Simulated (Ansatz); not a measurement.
# Pr3Mo: the cost of one run

Program: Ansatz 0.2.0. Level of theory: DFT PBE, scalar-relativistic, plane waves, PAW; 4f electrons in the core of a trivalent norm-conserving potential. These are calculated values, not measurements.

**1. The system as given**

The structure is tetragonal, space group P4/mmm (No. 123). The conventional cell has a = 4.740 Å, b = 4.740 Å, c = 4.797 Å, α = 90.00°, β = 90.00°, γ = 90.00°. Pr (site symmetry 4/mmm) has 4 Mo at 3.35 Å and 8 Pr at 3.37 Å in its first shell of neighbours. Around Pr (site symmetry mmm) lie 8 Pr at 3.35 to 3.37 Å and 4 Mo at 3.37 Å. Around Mo (site symmetry 4/mmm) lie 12 Pr at 3.35 to 3.37 Å.

Structure file:

```xyz
4
Lattice="4.7402 0.0000 0.0000 0.0000 4.7402 0.0000 0.0000 0.0000 4.7966" Properties=species:S:1:pos:R:3 pbc="T T T"
Pr    2.3701    2.3701    0.0000
Pr    0.0000    2.3701    2.3983
Pr    2.3701    0.0000    2.3983
Mo    0.0000    0.0000    0.0000
```

Recipe of the guess: species swapped into a database cell of SrPb3 (P4/mmm, No. 123), with Mo on the Sr sites and Pr on the Pb sites. Its size is a rough estimate.

**2. The guess as it stands, on a coarse mesh**

File input.yaml:

```yaml
crystal:
  lattice:
    - [4.74022624, 0.0, 0.0]
    - [0.0, 4.74022624, 0.0]
    - [0.0, 0.0, 4.79655523]
  atoms:
    - { symbol: Pr, position: [0.5, 0.5, 0.0] }
    - { symbol: Pr, position: [0.0, 0.5, 0.5] }
    - { symbol: Pr, position: [0.5, 0.0, 0.5] }
    - { symbol: Mo, position: [0.0, 0.0, 0.0] }
basis:
  ecutwfc: 660
kpoints:
  mp_grid: { grid: [4, 4, 4] }
hamiltonian:
  xc: pbe
  pseudopotentials:
    kind: paw
    azcp: { Pr: "pseudopotentials/pbe/nc/lanthanide_3plus/Pr.nc.azcp" }
scf:
  occupations: { method: gaussian, width: 0.1 }
  lower_state_search: "off"
output:
  forces: true
  stress: true
  eigenvalues: true
```

On the command line:

```sh
ansatz run input.yaml --threads 1 --pin off --max-ram 2560MiB --backend cpu --events-out ev --progress --plain --runs-dir out
```

Q: Estimate wall time and peak memory on 1 thread of AMD EPYC (Zen 3), shared host.

About 17 s, with a peak of 0.43 GiB.
